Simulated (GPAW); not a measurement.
# Ta3AsAu2O13 in GPAW: the effect of functional

The system is Ta3AsAu2O13.

```
CELL_PARAMETERS angstrom
5.24237 3.02668 4.14273
-5.24237 3.02668 4.14273
0.00000 -6.05337 4.14273
ATOMIC_POSITIONS crystal
Ta 0.23108 0.57229 0.23108
Ta 0.23108 0.23108 0.57229
Ta 0.57229 0.23108 0.23108
As 0.55878 0.55878 0.55878
Au 0.96559 0.96559 0.96559
Au 0.75105 0.75105 0.75105
O 0.40884 0.66762 0.40884
O 0.40884 0.40884 0.66762
O 0.66762 0.40884 0.40884
O 0.49726 0.01313 0.36024
O 0.36024 0.49726 0.01313
O 0.01313 0.36024 0.49726
O 0.36024 0.01313 0.49726
O 0.01313 0.49726 0.36024
O 0.49726 0.36024 0.01313
O 0.10963 0.74806 0.10963
O 0.10963 0.10963 0.74806
O 0.74806 0.10963 0.10963
O 0.30840 0.30840 0.30840
```

The cell was built by a generator and needn't be a form met in nature.

Alike in all runs:

```yaml
Program: GPAW 26.7.0
Task: band structure
Cutoff: 800 eV
Basis: pw
k_mesh: 3 × 3 × 3
Occupations: fermi-dirac, width 0.05 eV
Spin: no spin polarisation
```

Problem. One run gave: gap on the mesh 2.36 eV. Which functional did it use?
A. revPBE
B. GLLB-SC
C. AM05
D. PW91
E. PBEsol

Solution. B.

```tsv
functional	potentials or basis	gap on the mesh (eV)
GLLB-SC	the program's PAW data sets (release 1.2.1) made for this functional	2.36
revPBE	the program's PAW data sets (release 1.2.1) made for this functional	1.14
AM05	PAW data sets generated in the run's folder for this functional	1.07
PW91	PAW data sets generated in the run's folder for this functional	1.11
PBEsol	PAW data sets generated in the run's folder for this functional	1.05
```

Caveats: spin-orbit coupling is left out, which moves the levels of the heavy elements; the GLLB-SC gap is the Kohn-Sham gap of the path plus the derivative discontinuity (some runs); a model potential gives levels but no total energy (some runs); an odd mesh through Γ misses points on the zone boundary, where band edges often lie (some runs).

Runs at the PBE level aren't shown here.
